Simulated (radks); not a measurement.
**Valence configurations of As³⁺**

The task here is to estimate one member of a computed series from the others.

The numbers are computed with radks (a radial shooting solver on a logarithmic mesh, Libxc functionals) version 1 (scalar-relativistic Kohn-Sham, r2SCAN, spin-polarised, spherical densities, finite nucleus; open shells are filled with parallel spins first), except any that are marked as measured or tabulated.

## Starting point

- element: arsenic (Z = 33)
- charge: +3
- electrons: 30
- configuration: [Ar] 3d10 4s2
- nuclear rms radius: 4.0968 fm
- others tried: 3d10 4s1 4p1; 3d9 4s2 4p1; 3d8 4s2 4p2; 3d8 4s1 4p3; 3d7 4s2 4p3; 3d9 4s1 4p2; 3d10 4p2

Outer shells as boxes (Hund's rule):

As³⁺
```
[Ar] core
3d [↑↓][↑↓][↑↓][↑↓][↑↓]
4s [↑↓]
```

The first run:

Input:

```text
Z 33
configuration [Ar] 3d10 4s2
relativity scalar-relativistic
functional r2scan,r2scan
spin polarised
nucleus finite rms 4.0968 fm
c 137.035999084
```

Steps of the session up to this table: [Ar] 3d10 4s2.

One table of the session follows, with a row left open; its other results are not shown here.

It belongs to the step «[Ar] 3d10 4s2». Sizes of the orbitals, from the radial functions (bohr):

| level | <r> | outermost maximum (interpolated) | 90 % within | nodes |
| --- | --- | --- | --- | --- |
| 1s | 0.04550 | 0.0297 | 0.0813 | 0 |
| 2s | 0.2025 | 0.170 | 0.313 | 1 |
| 2p | 0.1772 | 0.136 | 0.289 | 0 |
| 3s | ? | ? | ? | ? |
| 3p | 0.6160 | 0.521 | 0.944 | 1 |
| 3d | 0.6711 | 0.479 | 1.12 | 0 |
| 4s | 1.745 | 1.54 | 2.55 | 3 |

Q: Estimate the row for 3s from the others.

As computed: <r>: 0.5970; outermost maximum (interpolated): 0.521; 90 % within: 0.891; nodes: 2. In the column «<r>» it lies between 2s (0.2025) and 3p (0.6160).
